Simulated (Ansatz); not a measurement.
# W16CO: the cost of one run

Method: DFT PBE+D3(BJ), scalar-relativistic, plane waves, PAW, in Ansatz 0.2.0.

The COD cell was measured well above room temperature, so it is larger than a cold one.

5 further runs of the same task are left out: 5 set aside as unsound or not needed. Runs told in other sessions of the task aren't counted.

### 1 The starting structure

The structure is tetragonal, space group P4mm (No. 99). Conventional cell: a = 6.319 Å, b = 6.319 Å, c = 23.692 Å, α = 90.00°, β = 90.00°, γ = 90.00°. Around W (site symmetry m) lie 4 W at 2.74 Å. Around W (site symmetry 4mm) lie 13 W at 2.74 to 3.16 Å. W (site symmetry 2mm) is surrounded by 13 W at 2.74 to 3.16 Å. Around W (site symmetry m) lie 8 W at 2.64 to 2.78 Å. Around W (site symmetry 4mm) lie 4 W at 2.64 Å. W (site symmetry 2mm) has 4 W at 2.64 Å in its first shell of neighbours. Only part of the 10 independent sites is listed.

Structure file:

```cif
data_structure
_symmetry_space_group_name_H-M 'P4mm'
_symmetry_Int_Tables_number 99
_cell_length_a 6.3191
_cell_length_b 6.3191
_cell_length_c 23.6918
_cell_angle_alpha 90.000
_cell_angle_beta 90.000
_cell_angle_gamma 90.000
_cell_volume 946.03
loop_
_atom_site_label
_atom_site_type_symbol
_atom_site_symmetry_multiplicity
_atom_site_Wyckoff_symbol
_atom_site_fract_x
_atom_site_fract_y
_atom_site_fract_z
_atom_site_occupancy
W1 W 4 d 0.25000 0.25000 0.16884 1
W2 W 1 a 0.00000 0.00000 0.23552 1
W3 W 2 c 0.00000 0.50000 0.23552 1
W4 W 1 b 0.50000 0.50000 0.23552 1
W5 W 4 d 0.25000 0.25000 0.30535 1
W6 W 1 a 0.00000 0.00000 0.36476 1
W7 W 2 c 0.00000 0.50000 0.36476 1
W8 W 1 b 0.50000 0.50000 0.36476 1
O1 O 1 a 0.00000 0.00000 0.52937 1
C1 C 1 a 0.00000 0.00000 0.57791 1
```

This is the geometry of the first run shown, built on a cell relaxed beforehand with the same method.

### 2 Plan of the line

Atoms count from 1 in the order of the input.

CO (O end down) is moved over the surface cell at a fixed height above a rigid substrate; the origin of the map has the adsorbate above W13; the height is held at 3.90 Å.

First coordinate, position of O17 along the first surface vector, from above W13: 8 values from 0.000 to 0.875, periodic. Second coordinate, position of O17 along the second surface vector, from above W13: 8 values from 0.000 to 0.875, periodic.

Nothing else is relaxed. Points are written as (first, second).

The two vectors of the plane (Å): (3.159, 0.000, 0.000); (0.000, 3.159, 0.000).

### 3 The run at (0/8, 0/8) of the map's two axes

The cell repeats along c, and a dipole correction in the vacuum removes the field between the copies.

input.yaml

```yaml
crystal:
  lattice:
    - [6.3190634612, 0.0, 0.0]
    - [0.0, 6.3190634612, 0.0]
    - [0.0, 0.0, 23.6917534247]
  atoms:
    - { symbol: W, position: [0.25, 0.25, 0.1688351186] }
    - { symbol: W, position: [0.25, 0.75, 0.1688351186] }
    - { symbol: W, position: [0.75, 0.25, 0.1688351186] }
    - { symbol: W, position: [0.75, 0.75, 0.1688351186] }
    - { symbol: W, position: [0.0, 0.0, 0.2355151079] }
    - { symbol: W, position: [0.0, 0.5, 0.2355151079] }
    - { symbol: W, position: [0.5, 0.0, 0.2355151079] }
    - { symbol: W, position: [0.5, 0.5, 0.2355151079] }
    - { symbol: W, position: [0.25, 0.25, 0.3053545434] }
    - { symbol: W, position: [0.25, 0.75, 0.3053545434] }
    - { symbol: W, position: [0.75, 0.25, 0.3053545434] }
    - { symbol: W, position: [0.75, 0.75, 0.3053545434] }
    - { symbol: W, position: [0.0, 0.0, 0.3647578662] }
    - { symbol: W, position: [0.0, 0.5, 0.3647578662] }
    - { symbol: W, position: [0.5, 0.0, 0.3647578662] }
    - { symbol: W, position: [0.5, 0.5, 0.3647578662] }
    - { symbol: O, position: [0.0, 0.0, 0.5293721068] }
    - { symbol: C, position: [0.0, 0.0, 0.5779122034] }
basis:
  ecutwfc: 420
kpoints:
  mp_grid: { grid: [4, 4, 1] }
hamiltonian:
  xc: pbe
  pseudopotentials: { kind: paw, azcp: { folder: soft_1 } }
  dispersion: d3bj
scf:
  occupations: { method: gaussian, width: 0.1 }
output:
  forces: true
  eigenvalues: true
  write_density: true
  write_potential: true
  elf: true
  volumetric_format: npy
efield:
  axis: 3
  dipole_correction: true
  ramp_width: 0.04
```

Launch:

```sh
> ansatz run input.yaml --threads 4 --pin off --max-ram 12288MiB --backend cpu --events-out ev --progress --plain --runs-dir out
```

What time and memory should one allow on 4 threads of Arm Neoverse N1, shared host?

About 66 s, with a peak of 2.5 GiB.
